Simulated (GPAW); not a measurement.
Crystal: WS.

```
W S
1.0
    -2.15647    2.15647    2.47473
     2.15647   -2.15647    2.47473
     2.15647    2.15647   -2.47473
W S
1 1
Direct
  0.50000 0.50000 0.00000
  0.00000 0.00000 0.00000
```

The cell was built by a generator and needn't be a form met in nature.

Base run:

```yaml
Program: GPAW 26.7.0
Functional: r2SCAN
Potentials_or_basis: GPAW PAW data sets (gpaw-data 1.2.1)
Cutoff: 600 eV
Basis: pw
k_mesh: 8 × 8 × 8
Occupations: fermi-dirac, width 0.05 eV
Spin: no spin polarisation
Hubbard_terms: W d U = 4 eV
```

Its results: band gap on the k mesh none (metal or under the smearing width); pressure -17.0 GPa.

Task: After a change of settings the same cell gave: band gap on the k mesh none (metal or under the smearing width); pressure -20.7 GPa. Which change was it?
A. hubbard terms from W d U = 4 eV to none
B. hubbard terms from W d U = 4 eV to W d U = 5 eV
C. hubbard terms from W d U = 4 eV to W d U = 2 eV

Result: C.

Caveats: the PAW data sets were made with another functional, which shifts forces and pressure a little; U without spin polarisation on a metal has little footing.
